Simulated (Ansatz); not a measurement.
# CH4AlFSe: one species, many methods

Aim: compute CH4AlFSe with functionals from several rungs and with coupled cluster. The yardstick is the atomisation energy at the CCSD(T) limit.

Computed with Ansatz 0.2.0, Gaussian basis. Level: functionals in def2-TZVPP, the program's frozen cores in correlated methods.

Levels to be run: PBE-D4, r2SCAN-D4, PBE0-D4, B3LYP-D4, ωB97X-V, ωB97M-V, B2PLYP; CCSD(T)/def2-TZVPP; MP2/def2-QZVPP; extrapolation to the limit.

## Step 1: Structure used throughout

All runs share one geometry, relaxed beforehand with PBE0-D4 in a triple-zeta def2 set.

SMILES `FC[Se][AlH2]`, 8 atoms, charge 0, spin multiplicity 1.

Atoms are counted from 1 here; the program's logs count them from 0.

Bond lengths: F1–C2 1.465 Å, C2–Se3 1.938 Å, C2–H5 1.087 Å, C2–H6 1.087 Å, Se3–Al4 2.405 Å, Al4–H7 1.582 Å, Al4–H8 1.580 Å. Angles: F1–C2–Se3 106.3°, F1–C2–H5 104.3°, F1–C2–H6 104.9°, Se3–C2–H5 114.0°, Se3–C2–H6 113.5°, H5–C2–H6 112.6°, C2–Se3–Al4 75.7°, Se3–Al4–H7 117.4°, Se3–Al4–H8 117.6°, H7–Al4–H8 122.2°.

## Step 2: PBE-D4 (GGA)

Input file in.yaml:

```yaml
crystal:
  periodic: [false, false, false]
  atoms:
    - {symbol: F, position_ang: [-0.891635, 0.535285, -0.127457]}
    - {symbol: C, position_ang: [0.345713, 1.191489, 0.301075]}
    - {symbol: Se, position_ang: [1.593739, -0.227214, 0.729909]}
    - {symbol: Al, position_ang: [-0.257759, -1.359117, -0.307312]}
    - {symbol: H, position_ang: [0.639142, 1.796010, -0.553213]}
    - {symbol: H, position_ang: [0.059972, 1.792172, 1.160178]}
    - {symbol: H, position_ang: [-0.208489, -1.546830, -1.877380]}
    - {symbol: H, position_ang: [-1.188484, -2.239095, 0.618302]}
basis:
  gaussian: {orbitals: def2-TZVPP}
hamiltonian: {xc: pbe, dispersion: d4}
output: {forces: true, orbitals: {seedname: orbitals}}
```

Launch:

```console
$ ansatz run in.yaml --threads 4 --pin off --events-out ev --progress --plain --max-ram 10444MiB
```

The runs that follow: r2SCAN-D4 (meta-GGA); PBE0-D4 (hybrid); B3LYP-D4 (hybrid); ωB97X-V (range-separated); ωB97M-V (range-separated); B2PLYP (double hybrid); CCSD(T) in def2-TZVPP; MP2 in def2-QZVPP.

Before running them: what should the planned runs give, taken together? Wanted: atomisation energy, CCSD(T)/CBS; farthest; mean size of error, hybrid; mean size of error, range-separated; gap, smallest and largest; T1 diagnostic; triples share of the correlation energy.

**Answer**, as computed:

```
                               quantity                                value
        atomisation energy, CCSD(T)/CBS                       596.8 kcal/mol
functionals within 6.0 kcal/mol (1.0 %)  PBE-D4, r2SCAN-D4, ωB97X-V, ωB97M-V
                               farthest              B2PLYP (-12.4 kcal/mol)
             mean size of error, hybrid                         7.0 kcal/mol
    mean size of error, range-separated                         1.5 kcal/mol
              gap, smallest and largest  3.64 eV (PBE-D4), 9.95 eV (ωB97X-V)
                          T1 diagnostic                               0.0105
triples share of the correlation energy                                3.5 %
```

PBE-D4 is off by +4.0 kcal/mol. Double hybrids carry the basis error of their MP2 part in triple zeta, and no dispersion term here, so their miss is partly the set-up's. Misses under about 6.0 kcal/mol are within the doubt on the reference itself, which lacks core-valence correlation, relativity and higher excitations, and its outer-core shells are covered unevenly. All levels share the lack of spin-orbit coupling, which lowers the free heavy atoms and so the true binding. Hartree-Fock recovers 71 % of the binding; the rest is correlation. Orbital gaps span 3.6 to 10.0 eV; exact exchange widens them. Correlated methods include outer-core shells of Se, which these sets cover unevenly.
